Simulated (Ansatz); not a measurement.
Molecular dynamics of YbH3

The input (input.yaml):

```yaml
accuracy: low
crystal:
  lattice:
    - [5.262041, 0.0, 0.0]
    - [0.0, 5.262041, 0.0]
    - [0.0, 0.0, 5.262041]
  atoms:
    - { symbol: Yb, position: [0.0, 0.0, 0.0] }
    - { symbol: H, position: [0.75, 0.75, 0.75] }
    - { symbol: H, position: [0.25, 0.25, 0.25] }
    - { symbol: H, position: [0.5, 0.5, 0.5] }
    - { symbol: Yb, position: [0.5, 0.5, 0.0] }
    - { symbol: H, position: [0.25, 0.25, 0.75] }
    - { symbol: H, position: [0.75, 0.75, 0.25] }
    - { symbol: H, position: [0.0, 0.0, 0.5] }
    - { symbol: Yb, position: [0.5, 0.0, 0.5] }
    - { symbol: H, position: [0.25, 0.75, 0.25] }
    - { symbol: H, position: [0.75, 0.25, 0.75] }
    - { symbol: H, position: [0.0, 0.5, 0.0] }
    - { symbol: Yb, position: [0.0, 0.5, 0.5] }
    - { symbol: H, position: [0.75, 0.25, 0.25] }
    - { symbol: H, position: [0.25, 0.75, 0.75] }
    - { symbol: H, position: [0.5, 0.0, 0.0] }
basis:
  ecutwfc: 500.0
kpoints:
  mp_grid: { grid: [2, 2, 2] }
hamiltonian:
  xc: r2scan
scf:
  occupations: { method: fermi_dirac, width: 0.05 }
  lower_state_search: "off"
  convergence: { dr2_threshold: 0.1 }
  max_iter: 62
md:
  timestep: 0.75
  n_steps: 140
  ensemble: nvt_langevin
  temperature: 500.0
  initial_velocities: maxwell_boltzmann
  seed: 796812
  friction: 0.05
```

Command:

```bash
$ ansatz run input.yaml --threads 2 --pin off --max-ram 5120MiB --backend cpu --events-out ev --progress --plain --runs-dir out
```

It starts from a structure without forces on its atoms.

Output, in part (warnings, step lines):

```
WARN: F and its Harris–Foulkes estimate disagree by 6.76e-2 eV at the final density (on a DFT+U run the figure also counts the on-site term, by absolute value) — the energy may not be reliable. Consider tightening scf.convergence.
WARN: F and its Harris–Foulkes estimate disagree by 2.80e-2 eV at the final density (on a DFT+U run the figure also counts the on-site term, by absolute value) — the energy may not be reliable. Consider tightening scf.convergence.
WARN: F and its Harris–Foulkes estimate disagree by 2.38e-2 eV at the final density (on a DFT+U run the figure also counts the on-site term, by absolute value) — the energy may not be reliable. Consider tightening scf.convergence.
WARN: F and its Harris–Foulkes estimate disagree by 2.59e-2 eV at the final density (on a DFT+U run the figure also counts the on-site term, by absolute value) — the energy may not be reliable. Consider tightening scf.convergence.
WARN: F and its Harris–Foulkes estimate disagree by 1.21e-2 eV at the final density (on a DFT+U run the figure also counts the on-site term, by absolute value) — the energy may not be reliable. Consider tightening scf.convergence.
WARN: F and its Harris–Foulkes estimate disagree by 1.56e-2 eV at the final density (on a DFT+U run the figure also counts the on-site term, by absolute value) — the energy may not be reliable. Consider tightening scf.convergence.
md step     0: t =     0.00 fs  T =   468.8 K  F+E_penalty+E_count = -55421.99933774 eV  E_kin = 0.969450 eV  (9 SCF iters)
md step     1: t =     0.75 fs  T =   470.5 K  F+E_penalty+E_count = -55422.03179527 eV  E_kin = 0.972992 eV  (4 SCF iters)
md step     2: t =     1.50 fs  T =   443.7 K  F+E_penalty+E_count = -55422.01602084 eV  E_kin = 0.917738 eV  (5 SCF iters)
md step     3: t =     2.25 fs  T =   454.6 K  F+E_penalty+E_count = -55421.97900616 eV  E_kin = 0.940270 eV  (4 SCF iters)
md step     4: t =     3.00 fs  T =   463.1 K  F+E_penalty+E_count = -55421.93413388 eV  E_kin = 0.957710 eV  (7 SCF iters)
md step     5: t =     3.75 fs  T =   438.5 K  F+E_penalty+E_count = -55421.87226081 eV  E_kin = 0.906810 eV  (2 SCF iters)
md step     6: t =     4.50 fs  T =   380.4 K  F+E_penalty+E_count = -55421.81550586 eV  E_kin = 0.786779 eV  (2 SCF iters)
md step     7: t =     5.25 fs  T =   328.9 K  F+E_penalty+E_count = -55421.76134483 eV  E_kin = 0.680316 eV  (2 SCF iters)
[... lines left out ...]
```

The steps, from the saved trajectory:

```
time (fs)  T (K)  potential energy less start (eV)
        0    469                             0.000
        3    463                             0.065
        6    274                             0.335
        9    288                             0.436
       12    276                             0.529
       15    406                             0.463
       18    435                             0.503
       21    409                             0.547
       24    337                             0.650
       27    371                             0.652
       30    386                             0.670
       33    377                             0.682
       36    387                             0.620
       39    503                             0.530
       42    502                             0.622
       45    435                             0.675
       48    482                             0.713
       51    458                             0.711
       54    402                             0.784
       57    469                             0.814
       60    552                             0.751
       63    442                             0.698
       66    427                             0.709
       69    561                             0.756
       72    506                             0.932
       75    593                             1.057
       78    749                             0.874
       81    711                             0.780
       84    685                             0.705
       87    594                             0.957
       90    689                             0.582
       93    833                             0.452
       96    817                             0.375
       99    874                             0.436
      102    825                             0.364
      105    542                             0.788
```

All steps were run. The mean temperature of the second half is 26 % above the set value. A run of 0.1 ps of so small a system gives no equilibrium averages. The SCF threshold is loose, so the forces are noisy. Limits of this set-up: coarse k mesh, low accuracy level.

Mean squared displacements from the first frame to the last, about the centre of mass: Yb 0.01 Å², H 0.27 Å².

Last frame:

```xyz
16
Lattice="5.2620 0.0000 0.0000 0.0000 5.2620 0.0000 0.0000 0.0000 5.2620" Properties=species:S:1:pos:R:3
Yb -0.017 0.003 0.002
H 3.914 4.145 3.932
H 1.280 1.216 1.468
H 2.218 1.904 3.479
Yb 2.586 2.634 0.082
H 1.673 1.317 3.615
H 3.944 3.615 1.377
H 0.356 0.495 2.916
Yb 2.609 -0.044 2.567
H 1.392 4.167 1.128
H 3.791 1.373 3.875
H 0.150 2.554 -0.462
Yb 0.050 2.680 2.666
H 4.107 1.267 1.260
H 1.591 4.101 3.829
H 2.694 0.546 -0.256
```

Run time: 11 min on 2 threads of Intel(R) Xeon(R) Platinum 8259CL CPU @ 2.50GHz (Skylake/Cascade Lake), on a shared host, peak memory 0.75 GiB.
